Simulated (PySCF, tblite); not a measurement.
# C₂H₉GeNSi₂: geometry, infrared bands and NMR shifts

Wanted: the infrared bands and NMR shifts of C₂H₉GeNSi₂ (`C[Si@H]([GeH3])[SiH2]C#N`), by calculation.

The runs use tblite 0.8.0 and PySCF 2.14.0, with density-fitted response routines of our own; the level of theory stands in each step. All values are computed, except where a source is named. Atoms are numbered from 0 throughout.

## 1. Starting geometry

15 atoms, charge 0, multiplicity 1; geometry from: force field or distance geometry start.

Bonds of the start (Å): C0–Si1 1.86, Si1–Ge2 2.29, Si1–Si3 2.24, Si3–C4 1.82, C4–N5 1.17, C0–H6 1.12, C0–H7 1.10, C0–H8 1.10, Si1–H9 1.46, Ge2–H10 1.55, Ge2–H11 1.54, Ge2–H12 1.57, Si3–H13 1.49, Si3–H14 1.46.

## 2. Geometry optimisation with GFN2-xTB

Job settings and geometry (Å):

```
{"job": {"kind": "relax", "xc": "GFN2-xTB", "basis": "xTB"}, "charge": 0, "multiplicity": 1}
C      0.473200     1.891400     0.027400
Si    -0.142400     0.204900    -0.472000
Ge    -2.375600    -0.124700    -0.105900
Si     0.991200    -1.437500     0.534900
C      2.735600    -1.357800     0.007100
N      3.849100    -1.295200    -0.330800
H     -0.410800     2.574900     0.039600
H      1.002900     1.914600     0.996600
H      1.141800     2.268700    -0.765500
H      0.077200     0.093800    -1.910100
H     -2.647600    -1.647500    -0.063600
H     -2.881200     0.455900     1.232800
H     -3.162200     0.574000    -1.268400
H      0.878600    -1.396000     2.016200
H      0.465800    -2.711500     0.039800
```

On the command line:

```
OMP_NUM_THREADS=1 python probes_run.py task.json out
```

This one command runs all jobs of the session in turn.

**Question.** This job is followed by: GFN2-xTB harmonic vibrations, gas phase; GIAO PBE0/pcSseg-1 NMR shielding, non-relativistic, gas phase. What will the session give for the following? strongest single infrared mode (GFN2-xTB); zero-point energy (GFN2-xTB); ¹³C shifts against TMS (PBE0/pcSseg-1); ¹H shifts against TMS (PBE0/pcSseg-1, means over atoms taken as alike); ²⁹Si shifts against TMS (PBE0/pcSseg-1); ⁷³Ge shifts against GeMe4 (PBE0/pcSseg-1); ¹⁵N shifts against NH3 (PBE0/pcSseg-1).

**Answer**, as computed:

| quantity | value |
| --- | --- |
| strongest single infrared mode (GFN2-xTB) | 804 cm⁻¹, 530 km/mol |
| zero-point energy (GFN2-xTB) | 57.3 kcal/mol |
| ¹³C shifts against TMS (PBE0/pcSseg-1) | 121.9, -7.2 ppm |
| ¹H shifts against TMS (PBE0/pcSseg-1, means over atoms taken as alike) | 4.37, 4.27, 4.27, 3.15, 0.59 ppm |
| ²⁹Si shifts against TMS (PBE0/pcSseg-1) | -77.1, -99.1 ppm |
| ⁷³Ge shifts against GeMe4 (PBE0/pcSseg-1) | -373 ppm |
| ¹⁵N shifts against NH3 (PBE0/pcSseg-1) | 370.4 ppm |

What this shows: Relaxing lowered the energy by 0.449 eV in 95 steps; the close pair that moved most is Si1–Si3, from 2.235 to 2.333 Å. The lowest mode is slightly imaginary (16i cm⁻¹), a soft motion within the noise of the Hessian, so the minimum is not strictly shown. The strongest single mode, at 804 cm⁻¹, is spread over many atoms; the largest shares are those of H8, H6. GFN2-xTB is a fitted tight-binding method: band positions and strengths are rough. Its intensities can rank the bands wrongly. The most deshielded carbon is C4 (nitrile carbon), at 121.9 ppm: this is the usual window of a C≡N carbon, which has no attached hydrogen. At PBE0/pcSseg-1: The largest span, 600 ppm, is at N5, where the paramagnetic term is -440 ppm. Spin-orbit coupling is left out, which matters for shieldings and couplings at and beside the heavy atoms.
